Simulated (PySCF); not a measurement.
# C2H8Si2: the cost of one run

The runs use PySCF 2.14.0, with density-fitted response routines of our own; the level of theory stands in each step. All values are computed, except where a source is named. Atoms are numbered from 0 throughout.

## (1) The starting structure

12 atoms, charge 0, multiplicity 1; geometry from: GFN2-xTB. The atoms were then displaced at random by about 0.01 Å, so the start is not that level's minimum.

Bonds of the start (Å): Si0–C1 1.91, C1–C2 1.35, C2–Si3 1.85, Si0–H4 1.44, Si0–H5 1.47, Si0–H6 1.45, C1–H7 1.11, C2–H8 1.09, Si3–H9 1.50, Si3–H10 1.47, Si3–H11 1.45.

## (2) Optimising the geometry at PBE0-D3(BJ)/def2-SVP

The job: settings as JSON, then the geometry in Å.

```
{"job": {"xc": "PBE0", "basis": "def2-SVP", "d3": "d3bj", "grid": 1, "shake": 0.01, "kind": "geom"}, "charge": 0, "multiplicity": 1}
Si     1.815390    -0.509000    -0.287550
C      0.684830     0.978180     0.113160
C     -0.653110     1.003860     0.253980
Si    -1.795040    -0.439070     0.103670
H      2.707750    -0.700110     0.825160
H      2.576560    -0.135890    -1.485590
H      1.030480    -1.701210    -0.535400
H      1.246120     1.924890     0.239350
H     -1.097720     1.966560     0.521720
H     -3.189410     0.089510     0.264830
H     -1.586570    -1.425290     1.175410
H     -1.699590    -1.080700    -1.197760
```

The run is started by

```sh
> OMP_NUM_THREADS=1 python probes_run.py task.json out
```

The driver reads the jobs from task.json and runs them one after another.

Q: Estimate the wall time and peak memory of this first job on 1 thread of Arm Neoverse V1, shared host.

About 22 s, with a peak of 0.49 GiB.
